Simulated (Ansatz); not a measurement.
# Zn3P (P1) in Ansatz: convergence with ecutrho ratio

Aim: find how far ecutrho ratio must go before the results for Zn3P settle, at PBE. This setting moves, with any that are tied to it; all else stays.

All numbers are computed with Ansatz 0.2.0; they aren't measurements. Logs are shortened: lines on timing, memory, paths and dates and some standing lists are left out, and cuts for length are marked.

## 1. The cell of the first run

The typed cell holds 4 atoms: a = 3.976 Å, b = 3.976 Å, c = 3.976 Å, α = 90.00°, β = 90.00°, γ = 90.00°.

The cell comes from a database or a generator and needn't be the stable form of this composition.

The cell isn't the ideal one: atoms moved at random, drawn with an rms of 0.05 Å.

## 2. With ecutrho ratio 4

File input.yaml:

```yaml
crystal:
  lattice:
    - [3.975518, 0.0, 0.0]
    - [0.0, 3.975518, 0.0]
    - [0.0, 0.0, 3.975518]
  atoms:
    - { symbol: Zn, position: [0.51229, 0.504604, -0.00147] }
    - { symbol: Zn, position: [0.503461, 0.001667, 0.50243] }
    - { symbol: Zn, position: [-0.002447, 0.502598, 0.494463] }
    - { symbol: P, position: [-0.00531, -0.003037, 0.002756] }
hamiltonian:
  xc: pbe
  pseudopotentials: { kind: nc }
kpoints:
  mp_grid: { grid: [5, 5, 5] }
scf:
  occupations: { method: methfessel_paxton, width: 0.05 }
output:
  forces: true
  stress: true
  eigenvalues: true
basis:
  ecutrho_ratio: 4
```

Potentials or basis: Ansatz NC.

Started as:

```bash
> ansatz run input.yaml --threads 2 --pin off --max-ram 5632MiB --backend cpu --events-out ev --progress --plain --runs-dir out
```

What it wrote:

```text
Warning: RAYON_NUM_THREADS=2 ignored (pool sized by the plan → 2); use --threads N
Engine: ansatz 0.2.0, aarch64-unknown-linux-gnu
Pseudopotentials: kind: nc
Pseudopotential: Zn, nc, valence charge 20, recommended cutoff 1142.878222 eV (normal), Zn.nc.azcp
Pseudopotential: P, nc, valence charge 5, recommended cutoff 598.650497 eV (normal), P.nc.azcp
Functional definition: PBE
  parameter kappa = 0.804
  parameter beta = 0.06672455060314922
  exchange = pbe_x(kappa = kappa, mu = beta*pi^2/3)
  correlation = pbe_c(beta = beta)
Crystal: 4 atoms, lattice volume = 62.832 Å³
Basis set: ecut = 1142.878222 eV, 5497 PW (Γ), exchange–correlation on 90×90×90 points (8 copies of the dense FFT grid, shifted against one another)
Bands: 39, of which v1, the nominal top of the filled ones, is band 33 counted from 1 (32 counted from 0)
Symmetry: 1 space group operations
Space group: P1 (ITA 1), of the structure as read, at distance tolerance 4.0e-5 Å
k-points: 63 of 125 (time reversal used)
Non-local potential: Zn, projectors of the file, l = 0: 2, l = 1: 2, l = 2: 2, l = 3: 1
Non-local potential: P, projectors of the file, l = 0: 2, l = 1: 2, l = 2: 2
Initial density: superposition of atomic densities (chi_scale 0.1, normalization cell, long waves kept (reshape's long-wave potential 0.00 eV rms))
Initial wavefunctions: pseudopotential atomic-orbital guess
Functional: x = pbe(κ = 0.804, μ = 0.2195149727645171), c = pbe(β = 0.06672455060314922)
SCF iter   1: F=—  HF=-17250.463909 eV  |F-HF|=—  |Δ(HF+E_count)|=         —  Δρ=2.59e-2  dr2=5.71e-1  ethr=3.10e-3  ⟨swp⟩=7.2  Hψ=9691  notcnv=0
preconditioner: auto → Resta (q_TF=auto, 2.744 Å⁻¹)  ε∞=9.3  [insulator: Δε(μ)=0.297 eV  Ē_g=10.429 eV  σ=0.050 eV  W_gap=0.67  n_scr=26 (ndim 8)  ℏωp=30.0 eV  f_vac=0.000  D(μ)=5.62/eV (n_scr^D=80)  ε∞_Penn≈9.3]
SCF iter   2: F=—  HF=-17250.337309 eV  |F-HF|=—  |Δ(HF+E_count)|=   1.27e-1  S|Δr|=    0.00e0  Δρ=1.57e-2  dr2=1.27e-1  ethr=8.78e-4  ⟨swp⟩=3.3  Hψ=4238  notcnv=0  defer=88
SCF iter   3: F=—  HF=-17250.315096 eV  |F-HF|=—  |Δ(HF+E_count)|=   2.22e-2  S|Δr|=    0.00e0  Δρ=4.83e-3  dr2=1.33e-2  ethr=1.95e-4  ⟨swp⟩=2.1  Hψ=2803  notcnv=0  defer=88
SCF iter   4: F=—  HF=-17250.314001 eV  |F-HF|=—  |Δ(HF+E_count)|=   1.09e-3  S|Δr|=    0.00e0  Δρ=9.66e-4  dr2=4.42e-4  ethr=2.05e-5  ⟨swp⟩=2.5  Hψ=4108  notcnv=0  defer=88
SCF iter   5: F=—  HF=-17250.314055 eV  |F-HF|=—  |Δ(HF+E_count)|=   5.34e-5  S|Δr|=    0.00e0  Δρ=1.46e-4  dr2=8.95e-6  ethr=6.80e-7  ⟨swp⟩=2.0  Hψ=3565  notcnv=0  defer=88
SCF iter   6: F=—  HF=-17250.313862 eV  |F-HF|=—  |Δ(HF+E_count)|=   1.93e-4  S|Δr|=    0.00e0  Δρ=3.10e-5  dr2=3.75e-7  ethr=1.38e-8  ⟨swp⟩=2.0  Hψ=3481  notcnv=0  defer=88
SCF iter   7: F=-17250.313862 eV  HF=-17250.313862 eV  |F-HF|=5.30e-9  |Δ(HF+E_count)|=   4.79e-8  S|Δr|=    0.00e0  Δρ=9.17e-6  dr2=4.08e-8  ethr=1.54e-10  ⟨swp⟩=10.0  Hψ=10709  notcnv=0
SCF 1 converged in 7 iterations: F = -17250.313862 eV  dr2 = 4.08e-8
SCF converged after 7 iterations
Stability not checked: this state was not tested for a lower state beside it, because cold or Methfessel-Paxton smearing, or corrected tetrahedra, fill the levels in a way that the test cannot read (fill_not_monotonic; see scf.lower_state_search)
Free energy (F): -17250.313862 eV
Harris-Foulkes:  -17250.313862 eV  (|F-HF|=5.30e-9)
Internal energy: -17250.312095 eV  (E = F + TS)
E sigma→0 (E₀):  -17250.313420 eV
Entropy (-TS):   -0.001767 eV (-0.442 meV/atom)
Fermi energy:    13.330648 eV
--- Per-component energies (eV) ---
  E_band       = -1621.553611
  E_kinetic    = 7600.533295
  E_local      = -16024.172594  (includes V_loc(G=0)·N_el)
  E_nonlocal   = -3889.721803
  E_hartree    = 6409.048233
  E_xc         = -1888.618595
  E_vxc        = -2126.290820  (∫ρ·V_xc dr)
  E_ewald      = -9457.380630
  E_smearing   = -0.001767  (= −TS)
  E_closure    = -0.000000  (closes the sum)
  Σ components = -17250.313862   (vs F -17250.313862, Δ=0.00e0)
--- Forces (eV/Å), atoms counted from 1 ---
  atom   1  Zn    -0.10610949    -0.02971793    -0.02123671
  atom   2  Zn    -0.08341766     0.04694355    -0.00069768
  atom   3  Zn     0.14913220    -0.02364383     0.01962306
  atom   4  P      0.04038975     0.00641680     0.00231186
  max |Σ_I F_I| component: 5.20e-6 eV/Å
--- Stress (GPa, compression-positive) ---
       -0.247960       0.023215       0.040506
        0.023215      -0.270986      -0.015082
        0.040506      -0.015082      -0.166550
  P = ⅓ Tr σ = -0.2285 GPa (-2.285 kbar)
--- Band table (eV; the first three rows and the last of 63) ---
  k-point 0: bands = ["-113.1272", "-113.1252", "-113.1232", "-67.2962", "-67.2947", "-67.2930", "-67.2686", "-67.2682", "-67.2669", "-67.2666", "-67.2650", "-67.2647", "0.7584", "4.9465", "5.3652", "5.3668", "5.3684", "5.4792", "5.4828", "6.0252", "6.0297", "6.0302", "6.2130", "6.2146", "6.3819", "6.4447", "6.4456", "6.4464", "9.5856", "10.1173", "10.1182", "10.1261", "13.9737", "13.9827", "17.6939", "17.6954", "17.6987", "21.3464", "21.3699"]
  k-point 1: bands = ["-113.1271", "-113.1253", "-113.1232", "-67.2960", "-67.2942", "-67.2927", "-67.2690", "-67.2685", "-67.2670", "-67.2666", "-67.2650", "-67.2648", "1.0484", "5.0351", "5.3950", "5.4127", "5.4188", "5.4443", "5.5715", "5.9710", "5.9827", "6.0107", "6.1465", "6.2159", "6.3079", "6.3103", "6.3352", "6.4464", "7.6390", "10.5743", "10.5816", "11.0085", "14.2580", "15.2605", "16.7986", "16.7997", "17.2719", "19.2421", "20.3341"]
  k-point 2: bands = ["-113.1270", "-113.1254", "-113.1232", "-67.2956", "-67.2934", "-67.2922", "-67.2697", "-67.2690", "-67.2673", "-67.2666", "-67.2652", "-67.2649", "1.7113", "4.8374", "5.3519", "5.4478", "5.5402", "5.5407", "5.7658", "5.8748", "5.8776", "5.9514", "6.0301", "6.1040", "6.1108", "6.1771", "6.2432", "6.2538", "6.4467", "11.4137", "11.5722", "11.6013", "14.6798", "15.0362", "15.0397", "15.1637", "16.8481", "20.4211", "21.0299"]
  k-point 62: bands = ["-113.1270", "-113.1253", "-113.1233", "-67.2988", "-67.2920", "-67.2896", "-67.2715", "-67.2696", "-67.2693", "-67.2654", "-67.2644", "-67.2634", "2.1169", "5.0999", "5.4415", "5.5065", "5.6097", "5.6373", "5.7645", "5.7871", "5.8181", "5.8335", "6.0439", "6.0646", "6.1511", "6.1587", "6.1668", "6.3681", "6.7785", "9.2726", "10.0561", "11.9117", "12.8680", "14.9053", "16.2380", "17.6983", "18.1762", "18.8148", "20.2795"]
```

It took 18 s on 2 threads of Arm Neoverse V2, shared host; peak memory 0.59 GiB.

What came out:

* Free energy: -17250.3139 eV
* Pressure: -0.2 GPa
* Largest force: 0.152 eV/Å
* Band gap on the k mesh: none (metal or under the smearing width)

## 3. With ecutrho ratio 5

input.yaml: that of step 2 with these lines changed.

```diff
@@ -22,2 +22,2 @@
 basis:
-  ecutrho_ratio: 4
+  ecutrho_ratio: 5
```

Potentials or basis: Ansatz NC.

Started as:

```bash
> ansatz run input.yaml --threads 2 --pin off --max-ram 5632MiB --backend cpu --events-out ev --progress --plain --runs-dir out
```

Run time: 18 s. Hardware: 2 threads of Arm Neoverse V2, shared host; peak memory 0.62 GiB.

What came out:

```yaml
Free_energy: -17250.3139 eV
Pressure: -0.2 GPa
Largest_force: 0.152 eV/Å
Band_gap_on_the_k_mesh: none (metal or under the smearing width)
```

## 4. With ecutrho ratio 6

input.yaml: that of step 3 with these lines changed.

```diff
@@ -22,2 +22,2 @@
 basis:
-  ecutrho_ratio: 5
+  ecutrho_ratio: 6
```

Started as:

```bash
> ansatz run input.yaml --threads 2 --pin off --max-ram 5632MiB --backend cpu --events-out ev --progress --plain --runs-dir out
```

It took 19 s on 2 threads of Arm Neoverse V2, shared host; peak memory 0.64 GiB.

Results:

```
Free energy            : -17250.3139 eV
Pressure               : -0.2 GPa
Largest force          : 0.152 eV/Å
Band gap on the k mesh : none (metal or under the smearing width)
```

## 5. With ecutrho ratio 8

input.yaml: that of step 4 with these lines changed.

```diff
@@ -22,2 +22,2 @@
 basis:
-  ecutrho_ratio: 6
+  ecutrho_ratio: 8
```

Started as:

```bash
> ansatz run input.yaml --threads 2 --pin off --max-ram 5632MiB --backend cpu --events-out ev --progress --plain --runs-dir out
```

It took 19 s on 2 threads of Arm Neoverse V2, shared host; peak memory 0.7 GiB.

The run converged. Its results:

```yaml
Free_energy: -17250.3139 eV
Pressure: -0.2 GPa
Largest_force: 0.152 eV/Å
Band_gap_on_the_k_mesh: none (metal or under the smearing width)
```

## 6. With ecutrho ratio 10

input.yaml: that of step 5 with these lines changed.

```diff
@@ -22,2 +22,2 @@
 basis:
-  ecutrho_ratio: 8
+  ecutrho_ratio: 10
```

Potentials or basis: Ansatz NC.

Started as:

```bash
> ansatz run input.yaml --threads 2 --pin off --max-ram 5632MiB --backend cpu --events-out ev --progress --plain --runs-dir out
```

Run time: 19 s. Hardware: 2 threads of Arm Neoverse V2, shared host; peak memory 0.77 GiB.

The run converged. Its results:

```
Free energy            : -17250.3139 eV
Pressure               : -0.2 GPa
Largest force          : 0.152 eV/Å
Band gap on the k mesh : none (metal or under the smearing width)
```

## 7. With ecutrho ratio 12

input.yaml: that of step 6 with these lines changed.

```diff
@@ -22,2 +22,2 @@
 basis:
-  ecutrho_ratio: 10
+  ecutrho_ratio: 12
```

Started as:

```bash
> ansatz run input.yaml --threads 2 --pin off --max-ram 5632MiB --backend cpu --events-out ev --progress --plain --runs-dir out
```

It took 19 s on 2 threads of Arm Neoverse V2, shared host; peak memory 0.86 GiB.

The run converged. Its results:

```
Free energy            : -17250.3139 eV
Pressure               : -0.2 GPa
Largest force          : 0.152 eV/Å
Band gap on the k mesh : none (metal or under the smearing width)
```

## 8. Summary

| ecutrho ratio | energy less the tightest run, at zero smearing (meV/atom) | SCF cycles | CPU time (s) | peak memory (GiB) |
| --- | --- | --- | --- | --- |
| 4 | 0.00 | 7 | 36 | 0.59 |
| 5 | 0.00 | 7 | 36 | 0.62 |
| 6 | 0.00 | 7 | 37 | 0.64 |
| 8 | 0.00 | 7 | 37 | 0.7 |
| 10 | 0.00 | 7 | 37 | 0.77 |
| 12 | 0.00 | 7 | 37 | 0.86 |

Against the tightest run, the energy stays within 1 meV/atom from 4 on. The tightest run that finished is the yardstick and may itself not be fully converged.
